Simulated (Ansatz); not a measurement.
# Nb4W: the cost of one run

All numbers below are computed with Ansatz 0.2.0 (DFT r2SCAN, scalar-relativistic, plane waves, PAW).

### 1 The structure to begin with

The cell holds 20 atoms (Nb16W4): a = 7.156 Å, b = 7.156 Å, c = 7.156 Å, α = 80.92°, β = 80.92°, γ = 80.92°.

The sites of an ideal bcc lattice, at a guessed lattice constant, take 4 W, 16 Nb (sublattices apart by semicolons), with a shake of 0.02 Å. Warren-Cowley parameters of the first shell (negative: unlike neighbours preferred): Nb-W -0.25. In a cell this small the draw can fall short of the order aimed at.

The coordinates stand in the first input below.

### 2 Relaxation without symmetry, coarse mesh

A cheap relaxation: coarse mesh, no symmetry, loose thresholds.

input.yaml reads:

```yaml
crystal:
  lattice:
    - [-4.92522051, 4.92522051, -1.64174017]
    - [-4.92522051, -1.64174017, 4.92522051]
    - [1.64174017, 4.92522051, 4.92522051]
  atoms:
    - { symbol: Nb, position: [0.9985637053, 0.996834973, 0.9980735029] }
    - { symbol: Nb, position: [0.4960936555, 0.5005588857, 0.9974941277] }
    - { symbol: Nb, position: [0.098067481, 0.5961680086, 0.0992141332] }
    - { symbol: Nb, position: [0.2008354453, 0.1959544644, 0.1972449484] }
    - { symbol: Nb, position: [0.7026187565, 0.6979805198, 0.198805963] }
    - { symbol: Nb, position: [0.8032812705, 0.3007828834, 0.303234487] }
    - { symbol: Nb, position: [0.3949730938, 0.4018194458, 0.3979809735] }
    - { symbol: Nb, position: [0.5036277055, 0.0002747516, 0.4966869774] }
    - { symbol: Nb, position: [0.992513703, 0.5020143321, 0.4987538088] }
    - { symbol: Nb, position: [0.8948432009, 0.897563195, 0.4010334183] }
    - { symbol: Nb, position: [0.6051631565, 0.6011379802, 0.5984051543] }
    - { symbol: Nb, position: [0.7003864001, 0.2019189986, 0.6980269732] }
    - { symbol: Nb, position: [0.2014247207, 0.6991814243, 0.69939398] }
    - { symbol: Nb, position: [0.3056822653, 0.3003368091, 0.8010528138] }
    - { symbol: Nb, position: [0.795034714, 0.7991285576, 0.7971865715] }
    - { symbol: Nb, position: [0.4021508447, 0.903799673, 0.8964132052] }
    - { symbol: W, position: [0.6042898349, 0.0914931713, 0.1006150923] }
    - { symbol: W, position: [0.3051193955, 0.7981804521, 0.3006691975] }
    - { symbol: W, position: [0.0989029124, 0.1026168672, 0.6033854231] }
    - { symbol: W, position: [0.8970780097, 0.3988017373, 0.9059803921] }
  symmetry: { detect: false }
basis:
  ecutwfc: 500
kpoints:
  mp_grid: { grid: [2, 2, 2], shift: [0.5, 0.5, 0.5] }
hamiltonian:
  xc: r2scan
scf:
  occupations: { method: gaussian, width: 0.1 }
  lower_state_search: "off"
output:
  forces: true
  stress: true
  eigenvalues: true
relax:
  adjacent_minimum: "off"
  f_tol: 0.04
  max_steps: 50
  cell: { stress_tol: 0.3 }
```

Started as:

```bash
$ ansatz run input.yaml --threads 4 --pin off --max-ram 9216MiB --backend cpu --events-out ev --progress --plain --runs-dir out
```

Q: Estimate wall time and peak memory on 4 threads of AMD EPYC 9R45 (Zen 5), shared host.

About 54 s, with a peak of 2.1 GiB.
